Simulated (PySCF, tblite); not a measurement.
# C₃H₁₁NOSi₃: geometry, infrared bands, NMR shifts and electronic excitations, part 1 of 2

What infrared bands, NMR shifts and electronic excitations should C₃H₁₁NOSi₃ (`CC[SiH2][Si@@H](C#N)O[SiH3]`) show?

Computed with tblite 0.8.0 and PySCF 2.14.0, with density-fitted response routines of our own, on a single molecule in the gas phase. Atoms count from 0, in the outputs and in this text.

## 1. Starting geometry

19 atoms, charge 0, multiplicity 1; geometry from: force field or distance geometry start.

Bonds of the start (Å): C0–C1 1.48, C1–Si2 1.85, Si2–Si3 2.21, Si3–C4 1.79, C4–N5 1.16, Si3–O6 1.71, O6–Si7 1.71, C0–H8 1.11, C0–H9 1.11, C0–H10 1.13, C1–H11 1.13, C1–H12 1.10, Si2–H13 1.48, Si2–H14 1.47, Si3–H15 1.48, Si7–H16 1.47, Si7–H17 1.46, Si7–H18 1.47.

## 2. Optimising the geometry with GFN2-xTB

What the job is given:

```
{"job": {"kind": "relax", "xc": "GFN2-xTB", "basis": "xTB"}, "charge": 0, "multiplicity": 1}
C     -2.626300     0.295300    -0.386400
C     -2.314400    -0.379600     0.893600
Si    -0.601200    -1.035700     1.094500
Si     0.892600    -0.254900    -0.329800
C      0.198800     0.682200    -1.684500
N     -0.236500     1.294300    -2.566700
O      1.988500     0.732700     0.544600
Si     3.587400     0.679100    -0.070100
H     -2.113000     1.269000    -0.493500
H     -2.541500    -0.357700    -1.283000
H     -3.728000     0.563100    -0.356200
H     -3.014700    -1.259000     0.992300
H     -2.547500     0.292800     1.736900
H     -0.145900    -0.662000     2.456500
H     -0.614400    -2.505300     1.067000
H      1.615700    -1.412400    -0.904300
H      4.388500    -0.331200     0.630800
H      4.167300     1.997200     0.161700
H      3.634600     0.401400    -1.510900
```

Launch:

```sh
$ OMP_NUM_THREADS=1 python probes_run.py task.json out
```

The driver reads the jobs from task.json and runs them one after another.

The program printed:

```text
step      E/eV     max force
  0    -658.94935    3.545
  1    -659.09240    8.817
  2    -659.29265    2.516
  3    -659.45252    1.251
  4    -659.50692    0.700
  5    -659.59625    1.299
  6    -659.63553    0.802
  7    -659.66055    0.475
  8    -659.67885    0.427
  9    -659.69940    0.623
 10    -659.71744    0.445
 11    -659.73547    0.458
 12    -659.75653    0.425
 13    -659.78048    0.598
 14    -659.79828    0.422
 15    -659.80890    0.240
 16    -659.81862    0.271
 17    -659.82787    0.488
 18    -659.83585    0.442
 19    -659.84298    0.189
 20    -659.84976    0.216
 21    -659.85717    0.329
 22    -659.86459    0.338
 23    -659.87050    0.214
 24    -659.87507    0.191
 25    -659.87920    0.202
 26    -659.88329    0.202
 27    -659.88771    0.162
 28    -659.89257    0.212
 29    -659.89758    0.235
 30    -659.90217    0.227
 31    -659.90558    0.133
 32    -659.90807    0.131
 33    -659.91063    0.179
 34    -659.91371    0.247
 35    -659.91758    0.234
 36    -659.92209    0.162
 37    -659.92640    0.181
 38    -659.92956    0.179
 39    -659.93168    0.136
 40    -659.93427    0.116
 41    -659.93696    0.104
 42    -659.93952    0.129
 43    -659.94317    0.202
 44    -659.94650    0.195
 45    -659.94907    0.103
 46    -659.95113    0.112
 47    -659.95279    0.162
 48    -659.95420    0.159
 49    -659.95533    0.098
 50    -659.95657    0.072
 51    -659.95787    0.121
 52    -659.95886    0.080
 53    -659.95944    0.057
 54    -659.95984    0.050
 55    -659.96025    0.061
 56    -659.96066    0.053
 57    -659.96097    0.045
 58    -659.96123    0.038
 59    -659.96152    0.052
 60    -659.96184    0.063
 61    -659.96216    0.050
 62    -659.96245    0.050
 63    -659.96276    0.044
 64    -659.96309    0.042
 65    -659.96337    0.036
 66    -659.96358    0.031
 67    -659.96380    0.044
 68    -659.96410    0.057
 69    -659.96455    0.059
 70    -659.96502    0.042
 71    -659.96538    0.040
 72    -659.96563    0.044
 73    -659.96587    0.052
 74    -659.96613    0.047
 75    -659.96632    0.054
 76    -659.96658    0.051
 77    -659.96678    0.052
 78    -659.96689    0.037
 79    -659.96699    0.027
 80    -659.96709    0.028
 81    -659.96719    0.045
 82    -659.96729    0.041
 83    -659.96737    0.032
 84    -659.96744    0.019
 85    -659.96752    0.018
 86    -659.96763    0.028
 87    -659.96774    0.029
 88    -659.96784    0.024
 89    -659.96794    0.019
 90    -659.96808    0.024
 91    -659.96829    0.049
 92    -659.96858    0.052
 93    -659.96887    0.042
 94    -659.96909    0.029
 95    -659.96927    0.029
 96    -659.96949    0.042
 97    -659.96973    0.048
 98    -659.96998    0.041
 99    -659.97020    0.032
100    -659.97038    0.034
101    -659.97056    0.035
102    -659.97079    0.035
103    -659.97113    0.055
104    -659.97172    0.071
105    -659.97246    0.113
106    -659.97364    0.093
107    -659.97483    0.071
108    -659.97595    0.141
109    -659.97676    0.125
110    -659.97834    0.131
111    -659.98383    0.396
112    -659.98570    0.145
113    -659.96477    1.388
114    -659.98780    0.124
115    -659.98703    0.282
116    -659.99014    0.090
117    -659.99133    0.079
118    -659.99067    0.435
119    -659.99663    0.134
120    -659.99822    0.141
121    -659.99927    0.276
122    -660.00142    0.102
123    -660.00301    0.078
124    -660.00675    0.099
125    -660.00771    0.214
126    -660.00862    0.107
127    -660.00936    0.058
128    -660.00985    0.118
129    -660.01044    0.122
130    -660.01117    0.054
131    -660.01173    0.050
132    -660.01208    0.075
133    -660.01244    0.103
134    -660.01283    0.093
135    -660.01340    0.072
136    -660.01409    0.077
137    -660.01482    0.084
138    -660.01550    0.099
139    -660.01544    0.106
140    -660.01660    0.141
141    -660.01718    0.101
142    -660.01884    0.115
143    -660.01951    0.104
144    -660.02041    0.085
145    -660.02156    0.076
146    -660.02208    0.069
147    -660.02275    0.060
148    -660.02314    0.147
149    -660.02391    0.118
150    -660.02467    0.091
151    -660.02551    0.056
152    -660.02604    0.051
153    -660.02639    0.045
154    -660.02673    0.039
155    -660.02713    0.041
156    -660.02766    0.034
157    -660.02820    0.033
158    -660.02847    0.063
159    -660.02879    0.051
160    -660.02900    0.036
161    -660.02926    0.030
162    -660.02943    0.032
163    -660.02971    0.048
164    -660.02998    0.047
165    -660.03030    0.045
166    -660.03062    0.042
167    -660.03094    0.053
168    -660.03123    0.056
169    -660.03149    0.053
170    -660.03170    0.061
171    -660.03188    0.027
172    -660.03203    0.026
173    -660.03215    0.028
174    -660.03230    0.031
175    -660.03260    0.043
176    -660.03300    0.051
177    -660.03347    0.047
178    -660.03390    0.049
179    -660.03423    0.039
180    -660.03450    0.053
181    -660.03482    0.047
182    -660.03527    0.037
183    -660.03554    0.068
184    -660.03580    0.032
185    -660.03591    0.062
186    -660.03610    0.033
187    -660.03624    0.064
188    -660.03644    0.056
189    -660.03666    0.032
190    -660.03687    0.031
191    -660.03723    0.036
192    -660.03760    0.035
193    -660.03794    0.050
194    -660.03822    0.080
195    -660.03847    0.068
196    -660.03872    0.052
197    -660.03893    0.031
198    -660.03906    0.035
199    -660.03923    0.027
200    -660.03933    0.027
201    -660.03948    0.026
202    -660.03965    0.037
203    -660.03992    0.038
204    -660.04024    0.048
205    -660.04062    0.051
206    -660.04106    0.053
207    -660.04144    0.052
208    -660.04160    0.072
209    -660.04193    0.034
210    -660.04212    0.037
211    -660.04233    0.038
212    -660.04252    0.040
213    -660.04273    0.040
214    -660.04292    0.037
215    -660.04314    0.038
216    -660.04333    0.034
217    -660.04344    0.033
218    -660.04356    0.031
219    -660.04363    0.022
220    -660.04367    0.022
221    -660.04372    0.015
222    -660.04376    0.012
223    -660.04379    0.016
224    -660.04382    0.013
225    -660.04384    0.015
226    -660.04387    0.010
227    -660.04388    0.010
```

Wall time 4.1 s (1 thread of Arm Neoverse N1, shared host); peak memory 0.18 GiB.

The steps of the relaxation: (not every step is listed) (the energy doesn't fall at every step)

```csv
step,energy from step 0 (eV),largest force (eV/Å)
0,0.0000,3.5448
1,-0.1431,8.8170
2,-0.3433,2.5158
3,-0.5032,1.2509
4,-0.5576,0.7004
5,-0.6469,1.2986
6,-0.6862,0.8023
7,-0.7112,0.4749
8,-0.7295,0.4266
29,-0.9482,0.2347
50,-1.0072,0.0717
71,-1.0160,0.0399
92,-1.0192,0.0525
113,-1.0154,1.3884
134,-1.0635,0.0927
155,-1.0778,0.0414
176,-1.0837,0.0506
197,-1.0896,0.0308
218,-1.0942,0.0307
222,-1.0944,0.0121
223,-1.0944,0.0158
224,-1.0945,0.0135
225,-1.0945,0.0152
226,-1.0945,0.0099
227,-1.0945,0.0098
```

Close pairs (by a distance rule), those that changed most:

```csv
bond,before (Å),after (Å),change (Å)
Si2–Si3,2.207,2.311,+0.104
Si3–O6,1.715,1.621,-0.094
O6–Si7,1.714,1.622,-0.092
Si3–C4,1.787,1.879,+0.091
C1–Si2,1.846,1.906,+0.061
C0–H10,1.134,1.089,-0.045
C0–C1,1.480,1.525,+0.044
C1–H11,1.128,1.091,-0.038
```

The end geometry stands in the next job.

## 3. Harmonic vibrations with GFN2-xTB

What the job is given:

```
{"job": {"kind": "ir", "xc": "GFN2-xTB", "basis": "xTB"}, "charge": 0, "multiplicity": 1}
C     -2.916060    -0.645285    -0.360840
C     -2.279912    -0.010307     0.870758
Si    -0.465452    -0.540860     1.115764
Si     0.745327    -0.089168    -0.800337
C      0.326282     1.612512    -1.477734
N      0.032292     2.657355    -1.846697
O      2.321544    -0.060917    -0.423973
Si     3.820298     0.316717     0.066452
H     -2.406299    -0.322669    -1.267534
H     -2.861560    -1.730671    -0.306140
H     -3.964642    -0.364335    -0.445820
H     -2.860336    -0.282446     1.752950
H     -2.346451     1.075707     0.782747
H      0.045345     0.129066     2.324993
H     -0.456293    -1.985449     1.415118
H      0.672706    -0.950334    -1.988362
H      4.259765    -0.858975     0.813593
H      3.716636     1.506668     0.907179
H      4.607007     0.552644    -1.139578
```

The program printed:

```text
mode    cm-1     km/mol
  1     -27.3      0.08
  2      11.3      0.43
  3      16.7      0.89
  4      39.4      2.68
  5      57.7      0.24
  6      62.0      2.94
  7     123.5      8.60
  8     141.8      3.26
  9     152.4     17.07
 10     225.6      0.18
 11     269.9      2.24
 12     301.1      4.60
 13     331.8     10.39
 14     402.4     31.55
 15     442.6      3.56
 16     553.0      4.15
 17     566.2     22.76
 18     592.9     10.88
 19     606.3    121.31
 20     609.2     78.39
 21     635.6    431.27
 22     648.5     52.24
 23     702.4    211.74
 24     714.2     20.65
 25     754.9    168.51
 26     769.5    179.10
 27     774.5    154.86
 28     797.2    263.11
 29     819.8    457.99
 30     976.5     22.51
 31    1018.5      7.26
 32    1076.4     11.94
 33    1100.0    728.23
 34    1241.4      3.79
 35    1287.0      2.34
 36    1421.2      1.13
 37    1485.4      0.94
 38    1508.0      1.25
 39    1514.8      4.24
 40    2156.6    261.69
 41    2170.0     74.60
 42    2185.7    470.29
 43    2271.4    392.38
 44    2277.9    329.62
 45    2295.1    128.83
 46    2343.2     41.23
 47    2969.1     32.81
 48    2987.5     19.06
 49    3012.9     62.43
 50    3018.3     41.08
 51    3029.2     24.71
```

Run time: 1.7 s. Hardware: 1 thread of Arm Neoverse N1, shared host; peak memory 0.18 GiB.

The strongest bands and the atoms that carry them (share of the mass-weighted mode):

```csv
cm⁻¹,km/mol,atoms
636,431.3,"H15 27 %, Si3 26 %, H14 25 %"
797,263.1,"H13 42 %, H14 40 %"
820,458.0,"H16 27 %, H17 26 %, H18 25 %, Si7 12 %"
1100,728.2,"O6 79 %, Si3 10 %"
2157,261.7,"H14 75 %, H13 15 %"
2186,470.3,"H15 74 %, H13 23 %"
2271,392.4,"H17 56 %, H16 39 %"
2278,329.6,"H16 44 %, H17 26 %, H18 26 %"
```

## 4. Optimising the geometry at PBE0-D3(BJ)/def2-SVP

What the job is given:

```
{"job": {"xc": "PBE0", "basis": "def2-SVP", "d3": "d3bj", "grid": 1, "shake": 0.01, "kind": "geom"}, "charge": 0, "multiplicity": 1}
C     -2.895650    -0.670840    -0.356660
C     -2.285590    -0.014830     0.868600
Si    -0.485650    -0.543180     1.107110
Si     0.778560    -0.086910    -0.803860
C      0.323470     1.605830    -1.488290
N      0.028380     2.662170    -1.849080
O      2.331120    -0.062920    -0.423730
Si     3.835760     0.322170     0.061400
H     -2.408130    -0.317260    -1.248180
H     -2.864260    -1.733110    -0.296120
H     -3.973510    -0.367250    -0.436990
H     -2.854530    -0.281530     1.759650
H     -2.374730     1.085920     0.773150
H      0.028660     0.131830     2.332000
H     -0.460740    -1.996210     1.415380
H      0.672180    -0.936280    -1.980890
H      4.261700    -0.847860     0.811540
H      3.707380     1.512510     0.913000
H      4.604860     0.544820    -1.137290
```

The program printed:

```text
step   0  E = -1118.34369709  max force = 0.028018
step   1  E = -1118.35527099  max force = 0.004899
step   2  E = -1118.35574894  max force = 0.002004
step   3  E = -1118.35590547  max force = 0.001413
step   4  E = -1118.35595834  max force = 0.001558
step   5  E = -1118.35602277  max force = 0.001554
step   6  E = -1118.35607914  max force = 0.001456
step   7  E = -1118.35617351  max force = 0.001188
step   8  E = -1118.35623418  max force = 0.001210
step   9  E = -1118.35632844  max force = 0.000983
step  10  E = -1118.35640250  max force = 0.000589
step  11  E = -1118.35641594  max force = 0.000285
optimisation converged
```

Wall time 6.2 min (1 thread of Arm Neoverse N1, shared host); peak memory 0.94 GiB.

Relaxation path:

```csv
step,energy from step 0 (eV),largest force component (eV/Å)
0,0.0000,1.4407
1,-0.3149,0.2519
2,-0.3279,0.1030
3,-0.3322,0.0727
4,-0.3336,0.0801
5,-0.3354,0.0799
6,-0.3369,0.0749
7,-0.3395,0.0611
8,-0.3412,0.0622
9,-0.3437,0.0505
10,-0.3457,0.0303
11,-0.3461,0.0147
```

Distances of close pairs at the start and the end, largest changes first:

```csv
bond,before (Å),after (Å),change (Å)
Si3–O6,1.599,1.649,+0.051
Si7–H18,1.442,1.491,+0.049
O6–Si7,1.627,1.666,+0.039
C0–H9,1.064,1.102,+0.037
Si7–H16,1.454,1.489,+0.036
Si3–H15,1.455,1.489,+0.033
C0–H8,1.076,1.102,+0.027
Si7–H17,1.469,1.493,+0.024
```

The end geometry stands in the next job.

```csv
at the end point,value
point group (found at 0.08 Å tolerance),C1
"rotational constants (GHz, main isotopes)","1.835, 0.633, 0.531"
dipole moment (D),2.70
```

## 5. NMR shieldings: PBE0/pcSseg-1

What the job is given:

```
{"job": {"kind": "nmr", "xc": "PBE0", "basis": "pcSseg-1"}, "charge": 0, "multiplicity": 1}
C     -2.938809    -0.498708    -0.438034
C     -2.237931     0.056184     0.799310
Si    -0.540790    -0.707269     1.119055
Si     0.819860    -0.355987    -0.761567
C      0.384958     1.374120    -1.332892
N      0.048196     2.447995    -1.617231
O      2.431403    -0.411248    -0.414392
Si     3.772937     0.435955     0.093031
H     -2.372140    -0.281468    -1.358380
H     -3.067154    -1.591313    -0.381822
H     -3.938331    -0.055698    -0.566785
H     -2.851099    -0.102212     1.703034
H     -2.098660     1.147078     0.709355
H      0.147285    -0.068745     2.285105
H     -0.641459    -2.179715     1.374301
H      0.538666    -1.236503    -1.928353
H      4.577163    -0.456285     0.973741
H      3.350930     1.649724     0.853269
H      4.583958     0.841403    -1.090318
```

Level: GIAO PBE0/pcSseg-1 NMR shielding, non-relativistic, gas phase.

The program printed:

```text
coarse grid: 17104 points
cycle   1  E = -1118.5516974882  dE =  4.200e-01  |g| = 8.339e-01  |ddm| = 3.910e+00
cycle   2  E = -1118.2498155501  dE =  3.019e-01  |g| = 1.480e+00  |ddm| = 1.809e+00
cycle   3  E = -1118.6793034996  dE = -4.295e-01  |g| = 2.060e-01  |ddm| = 1.325e+00
cycle   4  E = -1118.6864395530  dE = -7.136e-03  |g| = 1.051e-01  |ddm| = 1.706e-01
cycle   5  E = -1118.6885385349  dE = -2.099e-03  |g| = 3.623e-02  |ddm| = 8.645e-02
cycle   6  E = -1118.6888365879  dE = -2.981e-04  |g| = 5.745e-03  |ddm| = 3.341e-02
cycle   7  E = -1118.6888445199  dE = -7.932e-06  |g| = 1.285e-03  |ddm| = 6.139e-03
final grid: 150696 points
cycle   8  E = -1118.7437033347  dE = -1.600e-05  |g| = 1.035e-02  |ddm| = 2.362e-02
cycle   9  E = -1118.7436725665  dE =  3.077e-05  |g| = 1.603e-02  |ddm| = 2.063e-02
cycle  10  E = -1118.7437251204  dE = -5.255e-05  |g| = 2.052e-03  |ddm| = 1.340e-02
cycle  11  E = -1118.7437259649  dE = -8.445e-07  |g| = 6.200e-04  |ddm| = 1.525e-03
cycle  12  E = -1118.7437260359  dE = -7.106e-08  |g| = 2.284e-04  |ddm| = 4.934e-04
cycle  13  E = -1118.7437260468  dE = -1.090e-08  |g| = 3.416e-05  |ddm| = 1.671e-04
cycle  14  E = -1118.7437260471  dE = -2.635e-10  |g| = 9.601e-06  |ddm| = 4.228e-05
converged SCF energy = -1118.7437260471

GIAO shielding tensors (ppm)
atom      isotropic    diamagn.    paramagn.     s11        s22        s33       span
  0 C      172.196     247.572     -75.376    164.304    166.804    185.480     21.176
  1 C      182.364     255.359     -72.995    172.927    182.239    191.927     18.999
  2 Si     416.654     883.623    -466.970    386.003    389.832    474.126     88.123
  3 Si     386.279     880.255    -493.976    292.697    400.665    465.474    172.777
  4 C       57.007     266.518    -209.511    -60.856    -56.774    288.652    349.508
  5 N     -107.372     338.866    -446.238   -300.081   -292.931    270.895    570.976
  6 O      337.227     399.525     -62.298    270.396    342.569    398.714    128.318
  7 Si     385.451     877.661    -492.211    340.834    354.088    461.430    120.596
  8 H       30.532      31.576      -1.045     25.428     30.482     35.684     10.257
  9 H       30.411      29.317       1.095     26.158     28.480     36.596     10.437
 10 H       29.824      27.452       2.372     24.819     26.883     37.769     12.950
 11 H       30.365      30.042       0.323     25.095     28.270     37.731     12.636
 12 H       30.137      34.011      -3.874     26.524     27.862     36.026      9.502
 13 H       27.330      31.848      -4.518     24.079     25.629     32.282      8.203
 14 H       27.469      30.929      -3.460     24.207     25.799     32.402      8.196
 15 H       25.748      29.124      -3.376     22.279     25.126     29.838      7.558
 16 H       26.326      27.324      -0.998     22.990     24.523     31.466      8.476
 17 H       26.128      29.100      -2.972     22.806     25.372     30.206      7.400
 18 H       26.234      26.631      -0.396     22.932     24.418     31.352      8.420
```

Wall time 79 s (1 thread of Arm Neoverse N1, shared host); peak memory 0.97 GiB.

The references, computed at this level on geometries of the same kind, shield at (ppm): ¹H TMS 31.27, ¹³C TMS 184.4, ²⁹Si TMS 352.0, ¹⁵N NH3 265.7, ¹⁷O H2O 334.6. Their shielding less the atom's gives the shift. The references are single molecules in the gas phase, so shifts against H2O, NH3, PH3, H3PO4 or CFCl3 are not on the usual liquid scales and can be off by tens of ppm. Atoms listed in one row are averaged.

```csv
atoms,environment,σ (ppm),δ (ppm),δ scaled to CDCl3
C4,nitrile carbon,57.0,127.4,123.2
C0,methyl carbon,172.2,12.2,11.4
C1,sp3 CH2 bonded to Si,182.4,2.0,1.5
H15,"hydrogen on a silicon bonded to C, O, Si",25.75,5.52,–
"H16, H17, H18",hydrogen on a silicon bonded to O,26.23,5.04,–
H13,"hydrogen on a silicon bonded to C, Si",27.33,3.94,–
H14,"hydrogen on a silicon bonded to C, Si",27.47,3.80,–
H12,hydrogen on an sp3 CH2 bonded to Si,30.14,1.13,1.29
"H8, H9, H10",hydrogen on a methyl carbon,30.26,1.01,1.17
H11,hydrogen on an sp3 CH2 bonded to Si,30.37,0.90,1.07
Si7,"silicon bonded to O, 3 H",385.5,-33.5,–
Si3,"silicon bonded to C, O, Si, H",386.3,-34.3,–
Si2,"silicon bonded to C, Si, 2 H",416.7,-64.7,–
N5,nitrile nitrogen,-107.4,373.0,–
O6,oxygen bonded to 2 Si,337.2,-2.7,–
```

The scaled column applies a straight-line fit of computed shieldings to shifts measured in CDCl3 (root-mean-square error 0.21 ppm for H, 2.0 ppm for C).

The run also stored atomic charges by several schemes (e):

```csv
atoms,Mulliken,IAO,Hirshfeld,ESP fit
C0,-0.31,-0.40,-0.11,-0.14
C1,-0.57,-0.52,-0.15,-0.12
Si2,0.28,0.44,0.25,0.23
Si3,0.81,0.85,0.37,0.34
C4,-0.23,-0.18,-0.04,0.22
N5,-0.21,-0.20,-0.20,-0.41
O6,-0.76,-0.86,-0.30,-0.39
Si7,0.72,0.85,0.40,0.54
```

Mayer bond orders: C0–C1 1.04, C1–Si2 0.93, Si2–Si3 0.90, Si3–C4 0.76, C4–N5 2.90, Si3–O6 0.93, O6–Si7 0.87.

(Continued in part 2 of 2.)
